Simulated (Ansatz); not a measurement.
**Sr: how the settings move a relaxation**

Aim: see which settings change the result for Sr, by how much, and at what cost.

Method: reference: DFT, r2SCAN, PAW with Ansatz's default frozen-core files, scalar-relativistic; relaxation of cell and atoms, in Ansatz 0.2.0.

### Step 1. The structure to begin with

It takes space group P6_3/mmc (No. 194, hexagonal). The conventional cell has a = 4.310 Å, b = 4.310 Å, c = 7.050 Å, α = 90.00°, β = 90.00°, γ = 120.00°. Sr (site symmetry -6m2) has 12 Sr at 4.31 Å as nearest neighbours.

Coordinates:

```
CELL_PARAMETERS angstrom
4.31000 0.00000 0.00000
-2.15500 3.73257 0.00000
0.00000 0.00000 7.05000
ATOMIC_POSITIONS crystal
Sr 0.33333 0.66667 0.25000
Sr 0.66667 0.33333 0.75000
```

### Step 2. Reference

input.yaml reads:

```yaml
crystal:
  lattice:
    - [4.31, 0.0, 0.0]
    - [-2.155, 3.73256949031, 0.0]
    - [0.0, 0.0, 7.05]
  atoms:
    - { symbol: Sr, position: [0.333333333333, 0.666666666667, 0.25] }
    - { symbol: Sr, position: [0.666666666667, 0.333333333333, 0.75] }
kpoints:
  mp_grid: { grid: [10, 10, 6] }
scf:
  occupations: { method: fermi_dirac, width: 0.1 }
hamiltonian:
  xc: r2scan
  pseudopotentials: { kind: paw }
relax:
  f_tol: 0.002
  max_steps: 80
  cell: {}
output:
  forces: true
  stress: true
```

Run with:

```console
ansatz run input.yaml --threads 1 --pin off --max-ram 3072MiB --backend cpu --events-out ev --progress --plain --runs-dir out
```

### Step 3. Changed: occupations.method cold, occupations.width 0.05, n_extra_bands 2, pseudopotentials.kind nc, pseudopotentials.accuracy standard

Changes to input.yaml since step 2:

```diff
@@ -11,6 +11,7 @@
 scf:
-  occupations: { method: fermi_dirac, width: 0.1 }
+  occupations: { method: cold, width: 0.05 }
+  n_extra_bands: 2
 hamiltonian:
   xc: r2scan
-  pseudopotentials: { kind: paw }
+  pseudopotentials: { kind: nc, accuracy: standard }
 relax:
@@ -22 +23,5 @@
   stress: true
+  write_density: true
+  write_potential: true
+  elf: true
+  volumetric_format: npy
```

Q: Predict the outcome of this session. Wanted: for each run, ending; energy change; pressure; gap; force.

The runs gave:

```csv
run,ending,energy change,pressure (GPa),gap (eV),force (eV/Å),cycles,time
reference,converged,-,0.0,0.00,0.00,21,53 s
"1: occupations.method cold, occupations.width 0.05, n_extra_bands 2, pseudopotentials.kind nc, pseudopotentials.accuracy standard",converged,not comparable,0.0,0.00,0.00,25,93 s
```

Times don't compare one to one where runs were asked for different outputs or read a saved state (see the inputs); cycles may leave out searches for a lower state.

What this shows: Total energies don't compare across a change of potentials; the final volume goes from 114.41 to 112.60 Å³. The smearing changed too.
